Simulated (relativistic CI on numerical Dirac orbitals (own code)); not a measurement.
# Ta²⁺ (5d3) in crystal fields: levels and magnetism

How does a crystal field split the 5d3 shell of Ta²⁺, and what follows for the ground state and χT? 6 fields tried.

The numbers are computed with relativistic CI on numerical Dirac orbitals (own code) version 1 (Dirac-Coulomb-Breit CI, KLI orbitals optimised for each configuration, model QED (radiative potential, 1s self-energy scaled to tabulated hydrogen-like ionisation energies), valence Slater integrals scaled by 0.75, one configuration in a parametric crystal field), except any that are marked as measured or tabulated.

## 1. What is computed

```
ion            : Ta²⁺ (Ta III)
nuclear charge : 73
electrons      : 71
open shell     : 5d3
Slater scale   : 0.75
field 1 (cm⁻¹) : Oh, 10Dq = 5500
field 2 (cm⁻¹) : Oh, 10Dq = 9950
field 3 (cm⁻¹) : Oh, 10Dq = 14350
field 4 (cm⁻¹) : Oh, 10Dq = 18800
field 5 (cm⁻¹) : Oh, 10Dq = 23200
field 6 (cm⁻¹) : Oh, 10Dq = 27600
```

Outer shells as boxes (Hund's rule):

[Xe] 4f14 5d3
```
[Xe] core
4f [↑↓][↑↓][↑↓][↑↓][↑↓][↑↓][↑↓]
5d [↑ ][↑ ][↑ ][  ][  ]
```

## 2. Field 1: Oh, 10Dq = 5500

The run's settings:

```ini
atom Ta  Z=73  charge=2  electrons=71
nucleus A=181  rms_radius_fm=5.3507
hamiltonian dirac-coulomb  breit=on  qed=on  c_scale=1
orbitals kli  potential=per-configuration
slater_scale 0.75
correlation none
mixing on
configurations
  [Xe] 4f14 5d3
end
crystal_field Oh 10Dq=5500
```

Results of the run (chosen fields of its result record, rounded):

```text
{
  "status": "converged",
  "cf_levels [E_cm, degeneracy, irrep, S_eff, L_eff, J_eff, g_principal]": [
    [0, 4, "G8", 1.472, 2.987, 2.689, "-"],
    [4925.5, 4, "G8", 1.402, 3.003, 2.792, "-"],
    [5556.3, 2, "G7", 1.484, 2.985, 2.895, [1.403, 1.403, 1.403]],
    [6383.8, 4, "G8", 1.472, 3.011, 3.591, "-"],
    [6605, 2, "G6", 1.436, 3.081, 3.589, [2.711, 2.711, 2.711]],
    [8426.9, 4, "G8", 0.966, 3.446, 3.729, "-"],
    [8865.4, 2, "G7", 1.43, 2.899, 3.145, [0.433, 0.433, 0.433]],
    [9238.7, 4, "G8", 1.116, 3.399, 3.728, "-"],
    [10228.9, 2, "G6", 1.187, 2.743, 3.16, "-"],
    [10957.6, 4, "G8", 1.05, 3.462, 3.765, "-"],
    [10991.3, 2, "G6", 0.8686, 3.757, 3.897, "-"],
    [12434.4, 4, "G8", 1.197, 3.28, 3.963, "-"],
    [13901.1, 4, "G8", 1.063, 2.848, 3.248, "-"],
    [14243, 2, "G6", 1.029, 3.171, 3.33, "-"],
    [14604.6, 2, "G7", 0.6318, 3.616, 3.363, "-"],
    [14952.4, 4, "G8", 0.7904, 3.503, 3.793, "-"],
    [15864.8, 4, "G8", 0.8928, 3.642, 3.831, "-"],
    [15933.2, 2, "G7", 0.9361, 3.598, 4.038, "-"],
    "... 21 more rows left out ..."
  ],
  "chiT [K, cm3 K/mol]": [[2, 0.625699], [5, 0.626638], [10, 0.628203], [20, 0.631333], [50, 0.640723], [100, 0.656373], [200, 0.687674], [300, 0.718974]],
  "stabilisation [cm-1]": -3756.81,
  "radial 5d3 [Ha, bohr]": {"<r^-3>(5d)": 6.6431, "<r^1>(5d)": 1.9819, "<r^2>(5d)": 4.6092, "<r^4>(5d)": 37.747, "F2(5d,5d)": 0.23477, "F4(5d,5d)": 0.1535, "zeta(5d)": 0.0073848},
  "n_levels_all": 39,
  "free-ion levels [i, E_cm, J2, term, w_term]": [
    [0, 0, 3, "4F", 0.9354],
    [1, 1847.3194, 5, "4F", 0.9766],
    [2, 3812.1538, 7, "4F", 0.958],
    [3, 5643.8119, 9, "4F", 0.8575],
    [4, 8698.3678, 3, "4P", 0.5982],
    [5, 9314.0707, 1, "4P", 0.8202],
    [6, 10980.186, 7, "2G", 0.9453],
    [7, 11409.894, 9, "2H", 0.5222],
    [8, 12102.343, 5, "4P", 0.9492],
    [9, 13723.154, 3, "2D", 0.5101],
    [10, 14549.418, 1, "2P", 0.8202],
    [11, 15502.407, 11, "2H", 1],
    [12, 16415.218, 9, "2G", 0.5007],
    [13, 17018.941, 5, "2D", 0.9358],
    [14, 18877.506, 3, "2P", 0.5801],
    [15, 22056.79, 7, "2F", 0.98],
    [16, 22278.437, 5, "2F", 0.9398],
    [17, 33330.93, 5, "2D", 0.9382],
    "... 1 more rows left out ..."
  ]
}
```

It took 0.22 s on 1 thread, shared host.

## 3. Field 2: Oh, 10Dq = 9950

Changes to the settings of step 2:

```diff
@@ -10,2 +10,2 @@
 end
-crystal_field Oh 10Dq=5500
+crystal_field Oh 10Dq=9950
```

Main fields:

```text
{
  "status": "converged",
  "cf_levels [E_cm, degeneracy, irrep, S_eff, L_eff, J_eff, g_principal]": [
    [0, 4, "G8", 1.479, 2.997, 3.039, "-"],
    [7972.7, 4, "G8", 1.04, 3.317, 3.46, "-"],
    [9411.2, 4, "G8", 0.6204, 3.893, 3.865, "-"],
    [9679.7, 2, "G7", 1.479, 2.987, 3.001, [1.916, 1.916, 1.916]],
    [9693.8, 2, "G6", 0.9929, 3.484, 3.585, [1.12, 1.12, 1.12]],
    [10257.4, 4, "G8", 1.452, 3.022, 3.509, "-"],
    [11626.6, 4, "G8", 1.151, 3.427, 3.246, "-"],
    [11794.7, 2, "G6", 1.189, 3.241, 3.41, [1.377, 1.377, 1.377]],
    [13595.4, 2, "G7", 1.192, 2.87, 3.205, "-"],
    [14566, 4, "G8", 1.083, 3.142, 3.644, "-"],
    [15184.7, 2, "G6", 1.325, 2.685, 3.253, "-"],
    [16206.7, 4, "G8", 1.333, 2.745, 3.243, "-"],
    [16712.1, 4, "G8", 1.15, 3.151, 3.808, "-"],
    [17001.1, 2, "G7", 0.953, 3.424, 3.668, "-"],
    "... 25 more rows left out ..."
  ],
  "chiT [K, cm3 K/mol]": [[2, 1.05605], [5, 1.05666], [10, 1.05768], [20, 1.05971], [50, 1.06581], [100, 1.07597], [200, 1.09629], [300, 1.11662]],
  "stabilisation [cm-1]": -8664.03,
  "n_levels_all": 39
}
```

Wall time 0.22 s (1 thread, shared host).

## 4. Field 3: Oh, 10Dq = 14350

Changes to the settings of step 3:

```diff
@@ -10,2 +10,2 @@
 end
-crystal_field Oh 10Dq=9950
+crystal_field Oh 10Dq=14350
```

Main fields:

```text
{
  "status": "converged",
  "cf_levels [E_cm, degeneracy, irrep, S_eff, L_eff, J_eff, g_principal]": [
    [0, 4, "G8", 1.483, 2.999, 3.181, "-"],
    [9098.9, 4, "G8", 0.6704, 3.616, 3.838, "-"],
    [9742.1, 4, "G8", 0.5433, 3.962, 3.87, "-"],
    [10395.9, 2, "G6", 0.5815, 3.738, 3.546, [0.111, 0.111, 0.111]],
    [13779.9, 2, "G7", 1.405, 3.018, 3.087, [1.446, 1.446, 1.446]],
    [14082.5, 4, "G8", 1.331, 3.11, 3.495, "-"],
    [15174.6, 4, "G8", 1.407, 3.122, 3.126, "-"],
    [15427.6, 2, "G6", 1.459, 3.023, 3.554, [2.456, 2.456, 2.456]],
    [15806.6, 2, "G7", 0.8233, 3.325, 3.652, "-"],
    [16286.4, 4, "G8", 0.8287, 3.512, 3.656, "-"],
    [19576.9, 2, "G6", 1.361, 2.428, 2.914, "-"],
    [20372.6, 4, "G8", 1.43, 2.365, 2.973, "-"],
    [20514.6, 2, "G7", 1.368, 2.702, 3.149, "-"],
    [20674.5, 4, "G8", 1.452, 2.331, 3.322, "-"],
    "... 25 more rows left out ..."
  ],
  "chiT [K, cm3 K/mol]": [[2, 1.27209], [5, 1.27254], [10, 1.27327], [20, 1.27474], [50, 1.27914], [100, 1.28648], [200, 1.30116], [300, 1.31584]],
  "stabilisation [cm-1]": -13754.5,
  "n_levels_all": 39
}
```

Wall time 0.22 s (1 thread, shared host).

## 5. Field 4: Oh, 10Dq = 18800

Changes to the settings of step 4:

```diff
@@ -10,2 +10,2 @@
 end
-crystal_field Oh 10Dq=14350
+crystal_field Oh 10Dq=18800
```

Main fields:

```text
{
  "status": "converged",
  "cf_levels [E_cm, degeneracy, irrep, S_eff, L_eff, J_eff, g_principal]": [
    [0, 4, "G8", 1.485, 3, 3.257, "-"],
    [9475.4, 4, "G8", 0.5696, 3.697, 3.943, "-"],
    [9918.7, 4, "G8", 0.5217, 3.959, 3.857, "-"],
    [10534.7, 2, "G6", 0.5292, 3.767, 3.56, [0.315, 0.315, 0.315]],
    [15991.6, 2, "G7", 0.6611, 3.398, 3.692, [1.886, 1.886, 1.886]],
    [16016.7, 4, "G8", 0.6726, 3.52, 3.643, "-"],
    [18631.8, 2, "G7", 1.436, 3.058, 3.189, [2.485, 2.485, 2.485]],
    [19131.5, 4, "G8", 1.416, 3.093, 3.302, "-"],
    [19452.2, 4, "G8", 1.454, 3.047, 3.299, "-"],
    [19685.4, 2, "G6", 1.482, 3.007, 3.585, "-"],
    [24018.1, 2, "G6", 1.378, 2.298, 2.733, "-"],
    [24792, 4, "G8", 1.451, 2.109, 2.775, "-"],
    [24943.3, 2, "G7", 1.442, 2.345, 2.93, "-"],
    [25138.6, 4, "G8", 1.477, 2.163, 3.171, "-"],
    "... 25 more rows left out ..."
  ],
  "chiT [K, cm3 K/mol]": [[2, 1.39887], [5, 1.39921], [10, 1.39978], [20, 1.40092], [50, 1.40434], [100, 1.41004], [200, 1.42144], [300, 1.43284]],
  "stabilisation [cm-1]": -18984.7,
  "n_levels_all": 39
}
```

Wall time 0.22 s (1 thread, shared host).

## 6. Field 5: Oh, 10Dq = 23200

Changes to the settings of step 5:

```diff
@@ -10,2 +10,2 @@
 end
-crystal_field Oh 10Dq=18800
+crystal_field Oh 10Dq=23200
```

Main fields:

```text
{
  "status": "converged",
  "cf_levels [E_cm, degeneracy, irrep, S_eff, L_eff, J_eff, g_principal]": [
    [0, 4, "G8", 1.487, 3.001, 3.304, "-"],
    [9658.3, 4, "G8", 0.5378, 3.724, 3.99, "-"],
    [10030.7, 4, "G8", 0.513, 3.945, 3.838, "-"],
    [10588.8, 2, "G6", 0.5151, 3.775, 3.573, [0.401, 0.401, 0.401]],
    [16448.1, 2, "G7", 0.5463, 3.447, 3.769, [2.069, 2.069, 2.069]],
    [16509.1, 4, "G8", 0.5579, 3.55, 3.614, "-"],
    [22859.9, 2, "G7", 1.485, 3.013, 3.123, [2.652, 2.652, 2.652]],
    [23303.9, 4, "G8", 1.471, 3.027, 3.305, "-"],
    [23738.7, 4, "G8", 1.476, 3.017, 3.307, "-"],
    [23990.8, 2, "G6", 1.487, 3.004, 3.599, "-"],
    [28410, 2, "G6", 1.388, 2.22, 2.624, "-"],
    [29159.8, 4, "G8", 1.459, 1.991, 2.68, "-"],
    [29401.3, 2, "G7", 1.459, 2.172, 2.843, "-"],
    [29591, 4, "G8", 1.483, 2.056, 3.077, "-"],
    "... 25 more rows left out ..."
  ],
  "chiT [K, cm3 K/mol]": [[2, 1.47982], [5, 1.4801], [10, 1.48057], [20, 1.4815], [50, 1.4843], [100, 1.48896], [200, 1.49828], [300, 1.50761]],
  "stabilisation [cm-1]": -24193.7,
  "n_levels_all": 39
}
```

Run time: 0.22 s. Hardware: 1 thread, shared host.

## 7. Field 6: Oh, 10Dq = 27600

Changes to the settings of step 6:

```diff
@@ -10,2 +10,2 @@
 end
-crystal_field Oh 10Dq=23200
+crystal_field Oh 10Dq=27600
```

Main fields:

```text
{
  "status": "converged",
  "cf_levels [E_cm, degeneracy, irrep, S_eff, L_eff, J_eff, g_principal]": [
    [0, 4, "G8", 1.488, 3.001, 3.335, "-"],
    [9770.4, 4, "G8", 0.5242, 3.736, 4.019, "-"],
    [10110, 4, "G8", 0.5087, 3.931, 3.819, "-"],
    [10616.7, 2, "G6", 0.5093, 3.778, 3.581, [0.453, 0.453, 0.453]],
    [16690.4, 2, "G7", 0.5232, 3.443, 3.772, [2.085, 2.085, 2.085]],
    [16788, 4, "G8", 0.5349, 3.533, 3.577, "-"],
    [27195.6, 2, "G7", 1.491, 3.005, 3.118, [2.683, 2.683, 2.683]],
    [27610.2, 4, "G8", 1.482, 3.01, 3.301, "-"],
    [28081, 4, "G8", 1.481, 3.006, 3.335, "-"],
    [28331.5, 2, "G6", 1.489, 3.004, 3.608, "-"],
    [32803, 2, "G6", 1.394, 2.169, 2.551, "-"],
    [33534.8, 4, "G8", 1.463, 1.924, 2.62, "-"],
    [33852.8, 2, "G7", 1.465, 2.068, 2.795, "-"],
    [34033.7, 4, "G8", 1.485, 1.981, 3.016, "-"],
    "... 25 more rows left out ..."
  ],
  "chiT [K, cm3 K/mol]": [[2, 1.5363], [5, 1.53654], [10, 1.53693], [20, 1.53772], [50, 1.54009], [100, 1.54403], [200, 1.55192], [300, 1.55981]],
  "stabilisation [cm-1]": -29423.3,
  "n_levels_all": 39
}
```

Run time: 0.22 s. Hardware: 1 thread, shared host.

## 8. The fields side by side

| field | ground state | degeneracy | S | J | first gap (cm⁻¹) | stabilisation (cm⁻¹) | χT at 2 K | χT at 300 K |
| --- | --- | --- | --- | --- | --- | --- | --- | --- |
| 1: Oh | G8 | 4 | 1.47 | 2.69 | 4926 | -3757 | 0.626 | 0.719 |
| 2: Oh | G8 | 4 | 1.48 | 3.04 | 7973 | -8664 | 1.056 | 1.117 |
| 3: Oh | G8 | 4 | 1.48 | 3.18 | 9099 | -13755 | 1.272 | 1.316 |
| 4: Oh | G8 | 4 | 1.49 | 3.26 | 9475 | -18985 | 1.399 | 1.433 |
| 5: Oh | G8 | 4 | 1.49 | 3.30 | 9658 | -24194 | 1.480 | 1.508 |
| 6: Oh | G8 | 4 | 1.49 | 3.34 | 9770 | -29423 | 1.536 | 1.560 |

χT is in cm³ K/mol; stabilisation counts from the free ion's lowest level; S and J come from the expectation values of their squares.

## 9. Results

| quantity | value |
| --- | --- |
| ground spin (effective S from ⟨S²⟩) | 1: 1.47, 2: 1.48, 3: 1.48, 4: 1.49, 5: 1.49, 6: 1.49 |
| χT at 300 K | 0.72 to 1.56 cm³ K/mol |

What this shows: All fields leave the ground state at S = 3/2. The field is a set of parameters, without covalency or charge transfer.
